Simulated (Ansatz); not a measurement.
# Ti2O3: tests of the settings

Aim, for Ti2O3: sweep the occupation rule and width.

Computed with Ansatz 0.2.0 (DFT PBEsol, scalar-relativistic, plane waves, PAW, unless a step's input says otherwise).

## 1. The structure to begin with

The structure is trigonal, space group R-3c (No. 167). The conventional cell has a = 5.149 Å, b = 5.149 Å, c = 13.642 Å, α = 90.00°, β = 90.00°, γ = 120.00°. Ti (site symmetry 3) is surrounded by 6 O at 2.01 to 2.08 Å. O (site symmetry 2) has 4 Ti at 2.01 to 2.08 Å in its first shell of neighbours.

Coordinates:

```cif
data_structure
_symmetry_space_group_name_H-M 'P 1'
_symmetry_Int_Tables_number 1
_cell_length_a 5.4328
_cell_length_b 5.4328
_cell_length_c 5.4328
_cell_angle_alpha 56.573
_cell_angle_beta 56.573
_cell_angle_gamma 56.573
_cell_volume 104.41
loop_
_atom_site_label
_atom_site_type_symbol
_atom_site_fract_x
_atom_site_fract_y
_atom_site_fract_z
_atom_site_occupancy
Ti1 Ti 0.84500 0.84500 0.84500 1
Ti2 Ti 0.65500 0.65500 0.65500 1
Ti3 Ti 0.15500 0.15500 0.15500 1
Ti4 Ti 0.34500 0.34500 0.34500 1
O1 O 0.06700 0.43300 0.75000 1
O2 O 0.75000 0.06700 0.43300 1
O3 O 0.43300 0.75000 0.06700 1
O4 O 0.93300 0.56700 0.25000 1
O5 O 0.25000 0.93300 0.56700 1
O6 O 0.56700 0.25000 0.93300 1
```

Source of the structure: the Crystallography Open Database. It is taken as it stands there.

## 2. The base run, which the others are set against

The input, input.yaml:

```yaml
crystal:
  lattice:
    - [2.5745011249, 1.4863889175, 4.54733]
    - [-2.5745011249, 1.4863889175, 4.54733]
    - [0.0, -2.972777835, 4.54733]
  atoms:
    - { symbol: Ti, position: [0.845, 0.845, 0.845] }
    - { symbol: Ti, position: [0.655, 0.655, 0.655] }
    - { symbol: Ti, position: [0.155, 0.155, 0.155] }
    - { symbol: Ti, position: [0.345, 0.345, 0.345] }
    - { symbol: O, position: [0.067, 0.433, 0.75] }
    - { symbol: O, position: [0.75, 0.067, 0.433] }
    - { symbol: O, position: [0.433, 0.75, 0.067] }
    - { symbol: O, position: [0.933, 0.567, 0.25] }
    - { symbol: O, position: [0.25, 0.933, 0.567] }
    - { symbol: O, position: [0.567, 0.25, 0.933] }
basis:
  ecutwfc: 420
kpoints:
  mp_grid: { grid: [12, 12, 12] }
hamiltonian:
  xc: pbesol
scf:
  occupations: { method: gaussian, width: 0.1 }
output:
  forces: true
  stress: true
  eigenvalues: true
  populations: true
```

It was run beforehand and gave: -1327.5230 eV/atom at zero smearing, pressure -6.49 GPa, largest force 0.299 eV/Å, no gap on the mesh, in 7 SCF cycles and 77 s.

## 3. Occupation rule and width set to Gaussian 0.01 eV

The input, input.yaml:

```yaml
crystal:
  lattice:
    - [2.5745011249, 1.4863889175, 4.54733]
    - [-2.5745011249, 1.4863889175, 4.54733]
    - [0.0, -2.972777835, 4.54733]
  atoms:
    - { symbol: Ti, position: [0.845, 0.845, 0.845] }
    - { symbol: Ti, position: [0.655, 0.655, 0.655] }
    - { symbol: Ti, position: [0.155, 0.155, 0.155] }
    - { symbol: Ti, position: [0.345, 0.345, 0.345] }
    - { symbol: O, position: [0.067, 0.433, 0.75] }
    - { symbol: O, position: [0.75, 0.067, 0.433] }
    - { symbol: O, position: [0.433, 0.75, 0.067] }
    - { symbol: O, position: [0.933, 0.567, 0.25] }
    - { symbol: O, position: [0.25, 0.933, 0.567] }
    - { symbol: O, position: [0.567, 0.25, 0.933] }
basis:
  ecutwfc: 420
kpoints:
  mp_grid: { grid: [12, 12, 12] }
hamiltonian:
  xc: pbesol
scf:
  occupations: { method: gaussian, width: 0.01 }
output:
  forces: true
  stress: true
  eigenvalues: true
```

Run with:

```bash
$ ansatz run input.yaml --threads 2 --pin off --max-ram 5120MiB --backend cpu --events-out ev --progress --plain --runs-dir out
```

## 4. Occupation rule and width set to Gaussian 0.5 eV

Changes to input.yaml since step 3:

```diff
@@ -23,3 +23,3 @@
 scf:
-  occupations: { method: gaussian, width: 0.01 }
+  occupations: { method: gaussian, width: 0.5 }
 output:
```

## 5. Occupation rule and width set to Fermi–Dirac 0.02 eV

Changes to input.yaml since step 4:

```diff
@@ -23,3 +23,3 @@
 scf:
-  occupations: { method: gaussian, width: 0.5 }
+  occupations: { method: fermi_dirac, width: 0.02 }
 output:
```

## 6. Occupation rule and width: Fermi–Dirac 0.05 eV

Changes to input.yaml since step 5:

```diff
@@ -23,3 +23,3 @@
 scf:
-  occupations: { method: fermi_dirac, width: 0.02 }
+  occupations: { method: fermi_dirac, width: 0.05 }
 output:
```

## 7. Occupation rule and width set to Fermi–Dirac 0.1 eV

Changes to input.yaml since step 6:

```diff
@@ -23,3 +23,3 @@
 scf:
-  occupations: { method: fermi_dirac, width: 0.05 }
+  occupations: { method: fermi_dirac, width: 0.1 }
 output:
```

## 8. Occupation rule and width set to Fermi–Dirac 0.2 eV

Changes to input.yaml since step 7:

```diff
@@ -23,3 +23,3 @@
 scf:
-  occupations: { method: fermi_dirac, width: 0.1 }
+  occupations: { method: fermi_dirac, width: 0.2 }
 output:
```

## 9. Occupation rule and width: Fermi–Dirac 0.5 eV

Changes to input.yaml since step 8:

```diff
@@ -23,3 +23,3 @@
 scf:
-  occupations: { method: fermi_dirac, width: 0.2 }
+  occupations: { method: fermi_dirac, width: 0.5 }
 output:
```

## 10. Occupation rule and width: Methfessel–Paxton 0.02 eV

Changes to input.yaml since step 9:

```diff
@@ -23,3 +23,3 @@
 scf:
-  occupations: { method: fermi_dirac, width: 0.5 }
+  occupations: { method: methfessel_paxton, width: 0.02 }
 output:
```

## 11. Occupation rule and width set to Methfessel–Paxton 0.05 eV

Changes to input.yaml since step 10:

```diff
@@ -23,3 +23,3 @@
 scf:
-  occupations: { method: methfessel_paxton, width: 0.02 }
+  occupations: { method: methfessel_paxton, width: 0.05 }
 output:
```

## 12. Occupation rule and width: Methfessel–Paxton 0.2 eV

Changes to input.yaml since step 11:

```diff
@@ -23,3 +23,3 @@
 scf:
-  occupations: { method: methfessel_paxton, width: 0.05 }
+  occupations: { method: methfessel_paxton, width: 0.2 }
 output:
```

## 13. Occupation rule and width set to cold 0.2 eV

Changes to input.yaml since step 12:

```diff
@@ -23,3 +23,3 @@
 scf:
-  occupations: { method: methfessel_paxton, width: 0.2 }
+  occupations: { method: cold, width: 0.2 }
 output:
```

## 14. Occupation rule and width: tetrahedron

Changes to input.yaml since step 13:

```diff
@@ -23,3 +23,3 @@
 scf:
-  occupations: { method: cold, width: 0.2 }
+  occupations: { method: tetrahedron }
 output:
```

(Steps that only read results are left out.)

**Question.** What does this series show? Wanted: largest energy shift, occupation rule and width.

As calculated:

```
                                       quantity                              value
largest energy shift, occupation rule and width  -8.91 meV/atom at Fermi–Dirac 0.5
```

Smearing shifts the free energy by as much as 203 meV/atom (Fermi–Dirac 0.5); extrapolating to zero width leaves 8.91 at most. For the widths that shift F most, the extrapolation takes out most of the shift. In a metal, forces and stress under tetrahedra need not match the slope of their energy. The final runs have no spin polarisation, so a magnetic state may lie lower. Ti2O3 is measured to have a gap, so the metal found with PBEsol is a failure of that level.
